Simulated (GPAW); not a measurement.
AgAu3:

```
Au Ag
1.0
     4.12163    0.00000    0.00000
     0.00000    4.12163    0.00000
     0.00000    0.00000    4.12163
Au Ag
3 1
Direct
  0.00000 0.00000 0.50000
  0.00000 0.50000 0.00000
  0.50000 0.00000 0.00000
  0.50000 0.50000 0.50000
```

The cell comes from a database or a generator and needn't be the stable form of this composition.

```yaml
Program: GPAW 26.7.0
Task: relaxation of cell and atoms
Functional: PBEsol
Potentials_or_basis: PAW data sets generated in the run's folder for this functional
Cutoff: 600 eV
Basis: pw
k_mesh: 7 × 7 × 7
Occupations: fermi-dirac, width 0.05 eV
Spin: no spin polarisation
```

At the start: pressure -3.7 GPa; volume 17.50 Å³/atom.

Task: How do energy, volume and symmetry change on relaxing?

Result: Over 4 steps the energy falls by 5.2 meV/atom and the volume is 17.06 Å³/atom (-2.5 %); space group Pm-3m (No. 221, to 0.05 Å).

Step by step:
```
step  energy change (eV)  largest force (eV/Å)  pressure (GPa)  volume (Å³)
   1              0.0000                0.0000           -3.68        70.02
   2             -0.0063                0.0000           -3.10        69.72
   3             -0.0207                0.0000            0.20        68.17
   4             -0.0207                0.0000           -0.01        68.26
```

Final structure:
```
Au Ag
1.0
     4.08684    0.00000    0.00000
     0.00000    4.08684    0.00000
     0.00000    0.00000    4.08684
Au Ag
3 1
Direct
  0.00000 0.00000 0.50000
  0.00000 0.50000 0.00000
  0.50000 0.00000 0.00000
  0.50000 0.50000 0.50000
```

Caveat: with this Au data set, volumes or pressures lay over 1.5 % or 2 GPa off other programs in two to four cells of ten; later steps reuse the first step's grids.
